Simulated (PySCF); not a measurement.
# AlPb: bond curves at several levels of theory

One job finds the state of AlPb, follows it along the bond with each method and fits the curves.

The runs use PySCF 2.14.0; Al def2-SVPD, Pb def2-SVPD with ECP60, scalar-relativistic core potentials.

### Step 1. Input

The job is set up so:

```yaml
atoms: Al, Pb
charge: 0
basis: Al def2-SVPD, Pb def2-SVPD with ECP60
Hamiltonian: scalar-relativistic core potentials
basis_functions: 56
electrons_treated: 35
masses_in_u: 26.9815, 207.9766
levels: PBE0, PBE, r²SCAN, revPBE, B2PLYP, B97-3, HF, MP2, SCS-MP2, CCSD, CCSD(T)
grid: 80 radial by 434 angular points
occupations: held fixed by the projection of orbital angular momentum
dissociation_limit: Al + Pb, each in its ground configuration
starting_distance_in_angstrom: 2.590
values_of_2S_to_try: 1, 3
```

Command:

```
> OMP_NUM_THREADS=1 python dia.py task.json out
```

Further steps of the session: The PBE0 curve of the state that the search chose; Excited determinants; PBE; r²SCAN; revPBE (GGA); B2PLYP; B97-3; UHF; MP2 and coupled cluster.

Before running it: what results should come out? Wanted: for each run, Re; ωe; De; μ.

As calculated:

Lowest PBE0 solution found, without spin–orbit coupling: ⁴Σ⁻ (quartet), unpaired electrons σ ↑, π ↑↑. State 2 has its PBE0 minimum 0.30 eV higher, as a spin-mixed determinant (⟨S²⟩ = 1.77), so this is no gap between pure states. State 3 has its PBE0 minimum 0.36 eV higher, as a spin-mixed determinant (⟨S²⟩ = 1.76), so this is no gap between pure states. State 4 has its PBE0 minimum 0.92 eV higher. The other levels ran on the lowest alone.

| level | Re (Å) | ωe (cm⁻¹) | De (eV) | μ (D) |
| --- | --- | --- | --- | --- |
| UHF | 2.792 | 220.2 | 1.23 | -1.51 |
| UHF-MP2 | 2.716 | 249.6 | 1.86 | n/a |
| UHF-SCS-MP2 | 2.721 | 246.3 | 1.65 | n/a |
| UHF-CCSD | 2.745 | 239.5 | 1.74 | n/a |
| UHF-CCSD(T) | 2.741 | 241.2 | 1.84 | n/a |
| PBE | 2.742 | 236.2 | 2.27 | -0.15 |
| revPBE | 2.760 | 230.6 | 2.11 | -0.08 |
| r²SCAN | 2.721 | 244.2 | 2.25 | -0.35 |
| PBE0 | 2.716 | 246.4 | 2.12 | -0.37 |
| B97-3 | 2.735 | 239.9 | 1.96 | -0.32 |
| B2PLYP | 2.731 | 241.5 | 1.91 | -0.86 |

De is counted to Al + Pb in their ground configurations. A positive dipole means Al(−)Pb(+).

Differences from CCSD(T) in the same basis:

```csv
level,Re (mÅ),ωe (%)
UHF,+51,-8.7
UHF-MP2,-26,+3.5
UHF-SCS-MP2,-20,+2.1
UHF-CCSD,+4,-0.7
PBE,0,-2.1
revPBE,+19,-4.4
r²SCAN,-20,+1.2
PBE0,-25,+2.2
B97-3,-6,-0.5
B2PLYP,-11,+0.1
```

In words: Against CCSD(T) in the same basis, the bond length is nearest at PBE (0 mÅ) and farthest at UHF (+51 mÅ); the wavenumber is nearest at B2PLYP (+0.1 %) and farthest at UHF (-8.7 %). CCSD(T) in a basis this small is itself some way from its limit, more so than the functionals. Of the levels with a De here, UHF gives the least (1.23 eV) and PBE the most (2.27 eV).

Correlated steps freeze 9 core orbitals. Spin–orbit coupling is left out, which matters for elements this heavy, above all for dissociation energies. B2PLYP dipoles, levels and charges come from its SCF part alone. With spin–orbit coupling the term label itself may not hold.
